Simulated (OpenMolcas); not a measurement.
# HF/6-31G run of B2Cl4 (SMILES ClB(Cl)B(Cl)Cl)

Aim: the vertical electron affinity of B2Cl4 at HF/6-31G, from 2 runs. 

Program for the calculation: OpenMolcas 26.06.

## Step 1: The molecule

The species is B2Cl4 (6 atoms), meant as a singlet with charge 0. SMILES: `ClB(Cl)B(Cl)Cl`. The shape is that of a GFN2-xTB optimisation.

Bond lengths: Cl1–B2 1.719 Å, B2–Cl3 1.720 Å, B2–B4 1.709 Å, B4–Cl5 1.720 Å, B4–Cl6 1.719 Å. Angles: Cl1–B2–Cl3 116.7°, Cl1–B2–B4 121.7°, Cl3–B2–B4 121.6°, B2–B4–Cl5 121.6°, B2–B4–Cl6 121.7°, Cl5–B4–Cl6 116.7°.

## Step 2: A single-point energy at HF/6-31G

Input file mol.xyz:

```xyz
6

Cl    -1.776690    -1.364450     0.460390
B     -0.197210    -0.685080     0.470950
Cl     0.973250    -1.465630     1.460180
B      0.194260     0.690230    -0.464470
Cl     1.778970     1.358440    -0.466490
Cl    -0.972580     1.466490    -1.460560
```

Input file job.inp:

```
* B2Cl4 Hartree-Fock
>>> EXPORT MOLCAS_PRINT=2

&gateway
  baslib=$CurrDir
  coord=mol.xyz
  basis=6-31G
  group=NoSym

&seward

&scf
  prorbitals=0
```

The basis set 6-31G is read from a file made from the Basis Set Exchange's data (not shown).

The run is started by

```
$ export MOLCAS_MEM=1860
$ pymolcas job.inp > job.log
```

Standard output:

```text
--- Start Module: gateway ---
[...]
--- Stop Module: gateway /rc=_RC_ALL_IS_WELL_ ---
--- Start Module: seward ---
[...]
      Basis functions           70
--- Stop Module: seward /rc=_RC_ALL_IS_WELL_ ---
[...]
--- Start Module: scf ---
[...]
       Convergence after  10 Iterations
[...]
::    Total SCF energy                              -1887.3243360843
[...]
      Total spin, S                                     0.0000000000
[...]
      Total electronic charge=   78.000000
      Total            charge=   -0.000000
[...]
      Dipole Moment (debye):
      Origin of the operator (angstrom)=    0.0004   -0.0008   -0.0010
                   X= -1.0373E-02               Y=  1.2980E-02               Z=  1.5254E-02           Total=  2.2555E-02
      Quadrupole Moment (debye*angstrom):
[...]
--- Stop Module: scf /rc=_RC_ALL_IS_WELL_ ---
[...]
```

Run time: 3.3 s. Hardware: 1 thread of Arm Neoverse V2, shared host; peak memory 0.41 GiB.

## Step 3: The doublet anion, same level

mol.xyz is that of step 2.

Input file job.input:

```
&GATEWAY
  BASLIB
  $CurrDir
  COORD
  mol.xyz
  BASIS
  6-31G
  GROUP
  NoSym

&SEWARD

&SCF
  UHF
  CHARGE
  -1
  SPIN
  2
  PRORBITALS
  0
```

The basis set 6-31G is read from a file made from the Basis Set Exchange's data (not shown).

The run is started by

```
$ export MOLCAS_MEM=1860
$ pymolcas job.input > job.log
```

Standard output:

```text
--- Start Module: gateway ---
[...]
--- Stop Module: gateway /rc=_RC_ALL_IS_WELL_ ---
--- Start Module: seward ---
[...]
      Basis functions           70
--- Stop Module: seward /rc=_RC_ALL_IS_WELL_ ---
[...]
--- Start Module: scf ---
[...]
       Convergence after  14 Iterations
[...]
::    Total SCF energy                              -1887.3674352190
[...]
      Total spin, S                                     0.5023499455
[...]
      Total electronic charge=   79.000000
      Total            charge=   -1.000000
[...]
      Dipole Moment (debye):
      Origin of the operator (angstrom)=    0.0004   -0.0008   -0.0010
                   X= -5.4505E-03               Y=  4.1591E-03               Z=  3.9380E-03           Total=  7.9066E-03
      Center of Charge (angstrom)
[...]
--- Stop Module: scf /rc=_RC_ALL_IS_WELL_ ---
[...]
```

It took 3.9 s on 1 thread of Arm Neoverse V2, shared host; peak memory 0.41 GiB.

## Step 4: Outcome

Level: HF/6-31G.

| quantity | value |
| --- | --- |
| singlet B2Cl4: total energy | -1887.32434 Eh |
| singlet B2Cl4: dipole moment | 0.02 D |
| singlet B2Cl4: HOMO energy | -12.29 eV |
| singlet B2Cl4: LUMO energy | -0.27 eV |
| singlet B2Cl4: HOMO–LUMO gap | 12.02 eV |
| doublet anion: total energy | -1887.36744 Eh |
| doublet anion: HOMO energy (highest over α and β) | -2.03 eV |
| doublet anion: LUMO energy (lowest over α and β) | 6.90 eV |
| doublet anion: ⟨S²⟩ | 0.755 |
| vertical electron affinity (to the doublet anion) | 1.173 eV |

At fixed nuclei the extra electron is bound by 1.17 eV (27 kcal/mol). The basis has no diffuse functions, so the error can be as large as this value.
